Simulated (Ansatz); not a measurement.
# ZrSi+ (quartet): wave-function methods side by side, def2-QZVPP

An exercise on one series of results from a longer session: the logs are not shown, and one member is left open.

Program: Ansatz 0.2.0, Gaussian basis. Level of theory: def2-QZVPP, core rule «outside noble gas», up to 9 orbitals frozen. These are calculated values, not measurements.

Plan: UHF; ROHF; CCSD(T) on UHF.

### The geometry

The geometry is a PBE0/def2-TZVP stationary point (not a proven minimum) of the parent state, kept for this charge and spin. No spin-orbit coupling is included. Elements past krypton take def2 core potentials.

2 atoms, charge 1, spin multiplicity 4.

Atoms are counted from 1 here; the program's logs count them from 0.

Bond lengths: Zr1–Si2 2.522 Å.

The first run:

in.yaml reads:

```yaml
crystal:
  periodic: [false, false, false]
  atoms:
    - {symbol: Zr, position_ang: [0.000000, 0.000000, 0.000000]}
    - {symbol: Si, position_ang: [0.000000, 0.000000, 2.521600]}
basis:
  gaussian: {orbitals: "def2-QZVPP.json"}
total_charge: 1
magnetization: {spin_polarized: true, initial_magnetization: 3}
hamiltonian: {xc: hf}
output: {orbitals: {seedname: orbitals}}
```

Command:

```
$ ansatz run in.yaml --threads 1 --pin off --events-out ev --progress --plain --max-ram 2560MiB --backend cpu
```

Steps of the session up to this table: UHF; ROHF; CCSD(T) on UHF.

One of the session's tables, all rows but one given; the rest of the session is left out.

```
  method  from UCCSD(T) (meV)
    ROHF                    ?
    UMP2              +1042.4
   UCCSD               +336.2
UCCSD(T)                    0
```

**Question.** Estimate the row for ROHF.

As computed: from UCCSD(T) (meV): +4867.2. In the column «from UCCSD(T) (meV)» it is the highest.

Left out of the table: UHF (another determinant or state than the rows shown).

Limits of these values: The determinant is far from a pure spin state, so its energy mixes those of several spin states (harmless only where they are near-degenerate, as at dissociation). Warnings: spin contamination; coupled cluster took another determinant than the lowest.
